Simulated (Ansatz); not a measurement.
The system is MgC2.

```
Mg C
1.0
     3.95078    0.00000    0.00000
     0.00000    3.95078    0.00000
     0.00000    0.00000    4.98709
Mg C
2 4
Direct
  0.00000 0.00000 0.50000
  0.50000 0.50000 0.00000
  0.38766 0.61235 0.50000
  0.11235 0.11235 0.00000
  0.61235 0.38766 0.50000
  0.88765 0.88765 0.00000
```

The cell comes from a database or a generator and needn't be the stable form of this composition.

* Program: Ansatz 0.2.0
* Task: relaxation of cell and atoms
* Functional: LDA
* Potentials or basis: Ansatz PAW
* Cutoff: 420 eV (not typed: the program's choice for these potentials)
* k mesh: 5 × 5 × 5
* Occupations: fermi-dirac, width 0.05 eV
* Spin: no spin polarisation

At the start: volume 12.97 Å³/atom.

Problem. Where does the relaxation end?

Solution. It ends after 7 steps and the volume is 12.17 Å³/atom (-6.2 %); space group P4_2/mnm (No. 136, to 0.05 Å).

Step by step:
| step | energy change (eV) | largest force (eV/Å) | volume (Å³) |
| --- | --- | --- | --- |
| 1 | 0.0000 | 0.4857 | 77.84 |
| 2 | -0.0829 | 0.0885 | 73.89 |
| 3 | -0.0867 | 0.0006 | 73.08 |
| 4 | -0.0865 | 0.0001 | 73.15 |
| 5 | -0.0791 | 0.0039 | 73.15 |
| 6 | -0.0794 | 0.0010 | 73.03 |
| 7 | -0.0791 | 0.0008 | 73.03 |

Final structure:
```xyz
6
Lattice="3.8838 0.0000 0.0000 0.0000 3.8838 0.0000 0.0000 0.0000 4.8415" Properties=species:S:1:pos:R:3 pbc="T T T"
Mg    0.0000    0.0000    2.4207
Mg    1.9419    1.9419    0.0000
C     1.5019    2.3819    2.4207
C     0.4400    0.4400    0.0000
C     2.3819    1.5019    2.4207
C     3.4438    3.4438    0.0000
```

Caveat: the plane-wave basis is chosen anew once the cell has moved, so the energies of steps on either side of that aren't comparable; the pressure holds a Pulay correction of +0.4 GPa for the finite cutoff; the PAW data sets come from PBE, with cores solved anew for the run's functional, which leaves a small shift of forces and pressure.
